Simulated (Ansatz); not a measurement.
# Zn4As3: further runs on a relaxed guess

Program: Ansatz 0.2.0. Level of theory: DFT PBE, scalar-relativistic, plane waves, PAW. These are calculated values, not measurements.

## (1) The starting structure

It takes space group Pm-3m (No. 221, cubic). The conventional cell has a = 5.223 Å, b = 5.223 Å, c = 5.223 Å, α = 90.00°, β = 90.00°, γ = 90.00°. Around Zn (site symmetry 4/mmm) lie 4 As at 2.61 Å. Around Zn (site symmetry m-3m) lie 6 As at 2.61 Å. As (site symmetry 4/mmm) is surrounded by 6 Zn at 2.61 Å.

Structure file:

```
CELL_PARAMETERS angstrom
5.22311 0.00000 0.00000
0.00000 5.22311 0.00000
0.00000 0.00000 5.22311
ATOMIC_POSITIONS crystal
Zn 0.50000 0.00000 0.00000
Zn 0.00000 0.50000 0.00000
Zn 0.00000 0.00000 0.50000
Zn 0.50000 0.50000 0.50000
As 0.00000 0.50000 0.50000
As 0.50000 0.00000 0.50000
As 0.50000 0.50000 0.00000
```

The cell was relaxed beforehand at this level, starting from a generated guess, and another structure or a mixture of phases may lie lower. At a tolerance of 0.05 Å it has space group Pm-3m (No. 221); it has 20.36 Å³/atom, an uncorrected energy of +0.13 eV/atom over the elements.

## (2) Electronic structure at the relaxed geometry

input.yaml

```yaml
crystal:
  lattice:
    - [5.2231110008, 0.0, 0.0]
    - [0.0, 5.2231110008, 0.0]
    - [0.0, 0.0, 5.2231110008]
  atoms:
    - { symbol: Zn, position: [0.5, 0.0, 0.0] }
    - { symbol: Zn, position: [0.0, 0.5, 0.0] }
    - { symbol: Zn, position: [0.0, 0.0, 0.5] }
    - { symbol: Zn, position: [0.5, 0.5, 0.5] }
    - { symbol: As, position: [0.0, 0.5, 0.5] }
    - { symbol: As, position: [0.5, 0.0, 0.5] }
    - { symbol: As, position: [0.5, 0.5, 0.0] }
basis:
  ecutwfc: 420
kpoints:
  mp_grid: { grid: [8, 8, 8] }
  band_path:
    path:
      - [[0.0, 0.0, 0.0], [0.0, 0.5, 0.0], [0.5, 0.5, 0.0], [0.0, 0.0, 0.0], [0.5, 0.5, 0.5], [0.0, 0.5, 0.0]]
      - [[0.5, 0.5, 0.5], [0.5, 0.5, 0.0]]
    npoints: 14
hamiltonian:
  xc: pbe
scf:
  occupations: { method: gaussian, width: 0.1 }
  n_extra_bands: 17
output:
  forces: true
  stress: true
  eigenvalues: true
  populations: true
  dos: { projected: true, de: 0.02, nscf_kmesh: { grid: [10, 10, 10] } }
  bader: true
```

Launch:

```bash
ansatz run input.yaml --threads 1 --pin off --max-ram 2048MiB --backend cpu --events-out ev --progress --plain --runs-dir out
```

Q: Estimate wall time and peak memory on 1 thread of Arm Neoverse V1, shared host.

About 1.9 min, with a peak of 0.69 GiB.
